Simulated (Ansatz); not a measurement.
TiAgHg2, space group P4/mmm: a comparison of functionals at one structure, run with the Python package of Ansatz (0.2.0).

The script reads `tiaghg2.vasp`:
```text
TiAgHg2
1.0
   4.15000000    0.00000000    0.00000000
   0.00000000    4.15000000    0.00000000
   0.00000000    0.00000000    4.06000000
Ti Ag Hg
1 1 2
Direct
   0.50000000    0.50000000    0.00000000
   0.00000000    0.00000000    0.00000000
   0.00000000    0.50000000    0.50000000
   0.50000000    0.00000000    0.50000000
```

`tiaghg2.py`:
```python
"""One structure of TiAgHg2 under several functionals."""

import csv
import warnings

import ansatz as az
from ase.io import read

warnings.simplefilter("ignore", az.DeckWarning)

atoms = read("tiaghg2.vasp", format="vasp")
tiaghg2 = az.Crystal.from_ase(atoms)

setup = tiaghg2.calculation().kpoints(density=3.1).occupations("cold", width=0.1).forces().stress()

rows = []
for value in ["blyp", "lda", "pbesol"]:
    rep = setup.functional(value).run().report
    rows.append((value, rep["free_energy_ev"] / len(rep["lattice"]["sites"]), rep["n_iterations"], sum(rep["stress_gpa"][i][i] for i in range(3)) / 3, max(abs(f) for row in rep["forces_ev_ang"] for f in row), rep["n_kpoints"]))

with open("xc.csv", "w", newline="") as handle:
    writer = csv.writer(handle)
    writer.writerow(["functional", "F/atom (eV)", "iterations", "P (GPa)", "max component (eV/A)", "k-points"])
    writer.writerows([round(v, 5) if isinstance(v, float) else v for v in row] for row in rows)
print(open("xc.csv").read())
```

Which functional puts this cell under the lowest pressure, and which under the highest?

From lowest to highest: LDA (3.2 GPa), PBEsol (7.5 GPa) and BLYP (22.0 GPa). At a fixed cell a lower pressure usually means a smaller equilibrium volume, so LDA prefers the smallest cell and BLYP the largest.

What the script printed:

Running `python tiaghg2.py` prints:
```text
functional,F/atom (eV),iterations,P (GPa),max component (eV/A),k-points
blyp,-9447.94313,7,22.03834,0.0,18
lda,-9238.31795,7,3.20809,0.0,18
pbesol,-9332.99073,7,7.47447,0.0,18
```

Caveats:
- BLYP can be off by several per cent in the lattices of metals, and by several GPa in the pressure at a fixed cell.
- The mesh is modest for a metal, so energies can be off by several to tens of meV an atom and pressures by half a GPa or more; differences at equal mesh fare better.
- Forces vanish by symmetry here and test nothing.
- Pressure is positive in compression.
- Spin-orbit coupling, which matters for elements this heavy, is left out.
- The starting cell is as deposited in a crystallographic database; the results hold for this polymorph, which needn't be the stable one.
- Total energies of different functionals can't be compared; pressures, moments and gaps at this one structure can.
- Finished in 6.5 s on 1 thread of Intel(R) Xeon(R) Platinum 8488C (Sapphire Rapids), with other jobs on the host, peak memory 0.54 GiB.
